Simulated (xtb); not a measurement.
**GaH2Cl (SMILES [Cl][GaH2]): GFN2-xTB**

We compute a structure relaxation of GaH2Cl. 

Program for the calculation: xtb 6.7.1 later snapshot.

9 further runs of the same task are left out: 9 set aside as unsound or not needed.

### Step 1. The molecule

GaH2Cl has 4 atoms, charge 0, and is taken as a singlet. As SMILES, `[Cl][GaH2]`. Geometry: a GFN2-xTB relaxation, a rough one for these elements and not checked as a minimum. The run starts from this shape.

Bond lengths: Cl1–Ga2 2.069 Å, Ga2–H3 1.564 Å, Ga2–H4 1.564 Å. Angles: Cl1–Ga2–H3 121.1°, Cl1–Ga2–H4 121.1°, H3–Ga2–H4 117.7°.

### Step 2. A structure relaxation at GFN2-xTB

The input, start.xyz:

```xyz
4

Cl    -1.71797     0.52619    -0.77361
Ga     0.09887    -0.03039     0.04526
H      0.62683    -1.49769    -0.07996
H      0.99226     1.00188     0.80832
```

Run with:

```
$ xtb start.xyz --chrg 0 --opt vtight -P 1 > xtb.out 2> xtb.err
```

**Question.** What will come out? Wanted: total energy at the end; dipole moment; HOMO energy; LUMO energy; HOMO–LUMO gap; dispersion energy; mean polarisability.

**Answer.** As computed:

Level: GFN2-xTB.

| quantity | value |
| --- | --- |
| total energy at the end | -6.81103 Eh |
| dipole moment | 0.74 D |
| HOMO energy | -11.94 eV |
| LUMO energy | -6.67 eV |
| HOMO–LUMO gap | 5.27 eV |
| dispersion energy | -4.13 kJ/mol |
| mean polarisability (D4 model) | 54.3 bohr³ |

In words: At the final geometry: Bond lengths: Cl1–Ga2 2.069 Å, Ga2–H3 1.564 Å, Ga2–H4 1.564 Å. Angles: Cl1–Ga2–H3 121.1°, Cl1–Ga2–H4 121.1°, H3–Ga2–H4 117.7°. The optimisation took 4 steps and changed the energy by -0.000 eV.
